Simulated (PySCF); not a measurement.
**GeCl₄: relaxation and vibrations of the singlet**

Aim: relax GeCl₄ as a singlet from a tetrahedral start, check by its vibrations whether the end is a minimum, and collect its spectrum and constants.

Computed with PySCF 2.14.0. Level: PBE0, basis Ge def2-TZVP, Cl def2-TZVP, no relativity, density fitting.

## Step 1: The system as given

5 atoms, charge 0, spin multiplicity 1.

Bond lengths: Ge1–Cl2 2.200 Å, Ge1–Cl3 2.200 Å, Ge1–Cl4 2.200 Å, Ge1–Cl5 2.200 Å. Angles: Cl2–Ge1–Cl3 109.5°, Cl2–Ge1–Cl4 109.5°, Cl2–Ge1–Cl5 109.5°, Cl3–Ge1–Cl4 109.5°, Cl3–Ge1–Cl5 109.5°, Cl4–Ge1–Cl5 109.5°.

Coordinates in bohr (charge 0 multiplicity 1):
```
Ge    0.0000    0.0000    0.0000
Cl   -2.4000   -2.4004   -2.4004
Cl   -2.4000    2.4004    2.4004
Cl    2.4000   -2.4004    2.4004
Cl    2.4000    2.4004   -2.4004
```

## Step 2: Finding the electronic state

The steps below are one call of a driver around PySCF. For each, scf.py gives the equivalent set-up of the SCF; relaxations use the driver's own optimiser. After this first run the driver tries any further starts and a stability analysis.

Input file scf.py:

```python
from pyscf import gto, scf, dft
mol = gto.M(atom='''
Ge     0.000000     0.000000     0.000000
Cl    -1.270000    -1.270250    -1.270250
Cl    -1.270000     1.270250     1.270250
Cl     1.270000    -1.270250     1.270250
Cl     1.270000     1.270250    -1.270250''',
    basis={'Ge': 'def2-TZVP', 'Cl': 'def2-TZVP'},
    charge=0, spin=0)
mf = dft.RKS(mol, xc='PBE0')
mf.grids.atom_grid = (50, 194)
aux = {'Ge': 'def2-universal-JKFIT', 'Cl': 'def2-universal-JKFIT'}
mf = mf.density_fit(auxbasis=aux)
mf.conv_tol = 1e-08
mf.diis_space = 10
mf.max_cycle = 60
mf.init_guess = 'minao'
mf.verbose = 4
mf.kernel()
```

The run is started by

```console
OMP_NUM_THREADS=4 python axn.py task.json out
```

Standard output:

```text
init E= -3916.81951445985
  HOMO = -0.37056391328616  LUMO = -0.136647341146869  gap/eV = 6.36519
cycle= 1 E= -3917.03438486053  delta_E= -0.215  |g|= 0.918  |ddm|= 2.14
  HOMO = -0.349724801454534  LUMO = -0.172563438579292  gap/eV = 4.82081
cycle= 2 E= -3916.80963579652  delta_E= 0.225  |g|= 1.47  |ddm|= 1.54
  HOMO = -0.35112345241398  LUMO = -0.117593873135984  gap/eV = 6.35466
cycle= 3 E= -3917.163684096  delta_E= -0.354  |g|= 0.108  |ddm|=    1
  HOMO = -0.357550801125492  LUMO = -0.126340347891009  gap/eV = 6.29156
cycle= 4 E= -3917.16549998774  delta_E= -0.00182  |g|= 0.0462  |ddm|= 0.0982
  HOMO = -0.356660625821423  LUMO = -0.122278909287925  gap/eV = 6.37785
cycle= 5 E= -3917.16610337276  delta_E= -0.000603  |g|= 0.00366  |ddm|= 0.0411
  HOMO = -0.356336865559782  LUMO = -0.122121425600604  gap/eV = 6.37333
cycle= 6 E= -3917.16610705813  delta_E= -3.69e-06  |g|= 0.00118  |ddm|= 0.00413
  HOMO = -0.35646293500724  LUMO = -0.122212802631214  gap/eV = 6.37427
cycle= 7 E= -3917.1661072903  delta_E= -2.32e-07  |g|= 0.000114  |ddm|= 0.000935
  HOMO = -0.356461483295769  LUMO = -0.122210033674335  gap/eV = 6.37431
cycle= 8 E= -3917.16610729349  delta_E= -3.19e-09  |g|= 1.25e-05  |ddm|= 0.000103
  HOMO = -0.356462856658708  LUMO = -0.122213136273135  gap/eV = 6.37426
Extra cycle  E= -3917.16610729347  delta_E= 2e-11  |g|= 2.12e-05  |ddm|= 3.01e-05
converged SCF energy = -3917.16610729347
```

This step, with its further starts and checks, needed 34 s of wall time on 4 threads of Arm Neoverse V1, shared host.

No lower closed-shell solution turned up in the test of internal stability.

## Step 3: Relaxation: tetrahedral start, singlet

The program finds Td symmetry in the start, which this walk keeps. Threshold on the gradient: 0.0003 Eh/bohr, with a further test on the energy change.

scf.py, as its differences from that of step 2:

```diff
@@ -4,4 +4,4 @@
-Cl    -1.270000    -1.270250    -1.270250
-Cl    -1.270000     1.270250     1.270250
-Cl     1.270000    -1.270250     1.270250
-Cl     1.270000     1.270250    -1.270250''',
+Cl    -1.270167    -1.270167    -1.270167
+Cl    -1.270167     1.270167     1.270167
+Cl     1.270167    -1.270167     1.270167
+Cl     1.270167     1.270167    -1.270167''',
@@ -17 +16,0 @@
-mf.init_guess = 'minao'
```

Energy and gradient, step by step:

| step | energy (Eh) | change (kJ/mol) | largest symmetric gradient (Eh/bohr) |
| --- | --- | --- | --- |
| 0 | -3917.166107 | 0.00 | 0.01558 |
| 1 | -3917.174385 | -21.73 | 0.00487 |
| 2 | -3917.175084 | -23.57 | 0.00107 |
| 3 | -3917.175116 | -23.65 | 0.00006 |

The walk took 24 s.

Geometry (Å) and forces (eV/Å) at some steps:

```
step 0
Ge   0.000   0.000   0.000   0.000   0.000   0.000
Cl  -1.270  -1.270  -1.270   0.801   0.801   0.801
Cl  -1.270   1.270   1.270   0.801  -0.801  -0.801
Cl   1.270  -1.270   1.270  -0.801   0.801  -0.801
Cl   1.270   1.270  -1.270  -0.801  -0.801   0.801
step 1
Ge   0.000   0.000   0.000   0.000   0.000   0.000
Cl  -1.235  -1.235  -1.235   0.251   0.251   0.251
Cl  -1.235   1.235   1.235   0.251  -0.251  -0.251
Cl   1.235  -1.235   1.235  -0.251   0.251  -0.251
Cl   1.235   1.235  -1.235  -0.251  -0.251   0.251
step 2
Ge   0.000   0.000   0.000   0.000   0.000   0.000
Cl  -1.220  -1.220  -1.220  -0.055  -0.055  -0.055
Cl  -1.220   1.220   1.220  -0.055   0.055   0.055
Cl   1.220  -1.220   1.220   0.055  -0.055   0.055
Cl   1.220   1.220  -1.220   0.055   0.055  -0.055
step 3
Ge   0.000   0.000   0.000   0.000   0.000   0.000
Cl  -1.222  -1.222  -1.222   0.003   0.003   0.003
Cl  -1.222   1.222   1.222   0.003  -0.003  -0.003
Cl   1.222  -1.222   1.222  -0.003   0.003  -0.003
Cl   1.222   1.222  -1.222  -0.003  -0.003   0.003
```

It settles in Td symmetry, 23.7 kJ/mol below the start, after 3 steps: Ge–Cl 2.117 Å (×4); Cl–Ge–Cl 109.5° (×6).

## Step 4: Hessian and properties

On the finer grid the gradient is checked again; gradients at displacements of ±0.02 bohr then give force constants and infrared intensities.

scf.py, as its differences from that of step 3:

```diff
@@ -3,5 +3,5 @@
-Ge     0.000000     0.000000     0.000000
-Cl    -1.270167    -1.270167    -1.270167
-Cl    -1.270167     1.270167     1.270167
-Cl     1.270167    -1.270167     1.270167
-Cl     1.270167     1.270167    -1.270167''',
+Ge    -0.000000     0.000000    -0.000000
+Cl    -1.222297    -1.222297    -1.222297
+Cl    -1.222297     1.222297     1.222297
+Cl     1.222297    -1.222297     1.222297
+Cl     1.222297     1.222297    -1.222297''',
@@ -11 +11 @@
-mf.grids.atom_grid = (50, 194)
+mf.grids.atom_grid = (75, 302)
@@ -14 +14 @@
-mf.conv_tol = 1e-08
+mf.conv_tol = 1e-10
```

The driver hands on the density of the step before, so the log starts near convergence.

SCF at the final geometry:

```text
init E= -3917.17489373342
  HOMO = -0.355248400134222  LUMO = -0.0825723687856623  gap/eV = 7.41989
cycle= 1 E= -3917.17489373335  delta_E= 6.73e-11  |g|= 2.31e-05  |ddm|= 2.46e-05
  HOMO = -0.355249033458346  LUMO = -0.0825755956033447  gap/eV = 7.41982
cycle= 2 E= -3917.17489373322  delta_E= 1.36e-10  |g|= 3.74e-05  |ddm|= 3.93e-05
  HOMO = -0.35524863458214  LUMO = -0.0825736082051343  gap/eV = 7.41987
cycle= 3 E= -3917.17489373348  delta_E= -2.68e-10  |g|= 2.2e-07  |ddm|= 2.41e-05
  HOMO = -0.355248636276554  LUMO = -0.0825736020699317  gap/eV = 7.41987
cycle= 4 E= -3917.17489373346  delta_E= 2.46e-11  |g|= 1.02e-08  |ddm|= 1.48e-07
  HOMO = -0.355248637755858  LUMO = -0.0825736036432652  gap/eV = 7.41987
Extra cycle  E= -3917.17489373349  delta_E= -3e-11  |g|= 9.68e-09  |ddm|= 1.25e-08
converged SCF energy = -3917.17489373349
```

The whole step took 70 s.

Geometry: Td; Ge–Cl 2.117 Å (×4); Cl–Ge–Cl 109.5° (×6).

Harmonic modes (main isotopes):

```json
{"symmetry": "e", "ω (cm⁻¹)": "124", "IR (km/mol)": "0.0", "type": "bend"}
{"symmetry": "t2", "ω (cm⁻¹)": "169", "IR (km/mol)": "25.8", "type": "bend"}
{"symmetry": "a1", "ω (cm⁻¹)": "400", "IR (km/mol)": "0.0", "type": "stretch"}
{"symmetry": "t2", "ω (cm⁻¹)": "463", "IR (km/mol)": "260", "type": "stretch"}
```

Every mode is real; the point is a minimum.

Constants and moments:

```
Dipole moment                                                   : 0.00 D
Highest occupied level                                          : -9.67 eV
Lowest empty level                                              : -2.25 eV
Rotational constants                                            : 0.04033, 0.04033, 0.04033 cm⁻¹
Zero-point energy                                               : 15.2 kJ/mol
Principal polarisabilities                                      : 73.5, 73.5, 73.5 bohr³
Atomisation energy without zero-point energy                    : 1392 kJ/mol
Principal traceless quadrupole moments about the centre of mass : 0.00, 0.00, 0.00 D Å
Entropy at 298.15 K and 1 bar                                   : 348.6 J/(mol K)
Heat capacity Cp at 298.15 K                                    : 95.9 J/(mol K)
Enthalpy at 298.15 K above 0 K                                  : 21.16 kJ/mol
Rotational symmetry number                                      : 12
```

Populations by atom (charges in e):

| atom | Mulliken | Löwdin | polar tensor | Mayer order to Ge1 |
| --- | --- | --- | --- | --- |
| Ge1 | 0.92 | -0.71 | 2.02 | – |
| Cl2,3,4,5 | -0.23 | 0.18 | -0.50 | 1.09 |

Outer orbital energies (eV). occupied: -10.45, -10.45, -10.17, -10.17, -10.17, -9.67, -9.67, -9.67; empty: -2.25, 0.29, 0.29, 0.29.

Mulliken populations on Ge1: s 7.03, p 13.48, d 10.49, f 0.09.

## Step 5: Results

```
                                 quantity                                     value
                                  minimum                               singlet, Td
                                 geometry  Ge–Cl 2.117 Å (×4); Cl–Ge–Cl 109.5° (×6)
                       wavenumbers (cm⁻¹)     124 (e), 169 (t2), 400 (a1), 463 (t2)
                            dipole moment                                    0.00 D
     highest occupied, lowest empty level                           -9.67, -2.25 eV
               polar-tensor charge of Ge1                                   +2.02 e
                        zero-point energy                               15.2 kJ/mol
                      entropy at 298.15 K                           348.6 J/(mol K)
atomisation energy (no zero-point energy)                               1392 kJ/mol
```

What this shows: The molecule stays Td, as typed, and the end point is a minimum. In the infrared the band at 463 cm⁻¹ (t2, stretch) leads. Ge1 has a polar-tensor charge of +2.0 e (a dipole derivative, not a static charge), yet symmetry cancels the bond dipoles. Only this shape and spin were tried, so other structures or states may lie lower.

The search up to here took 2.1 min.
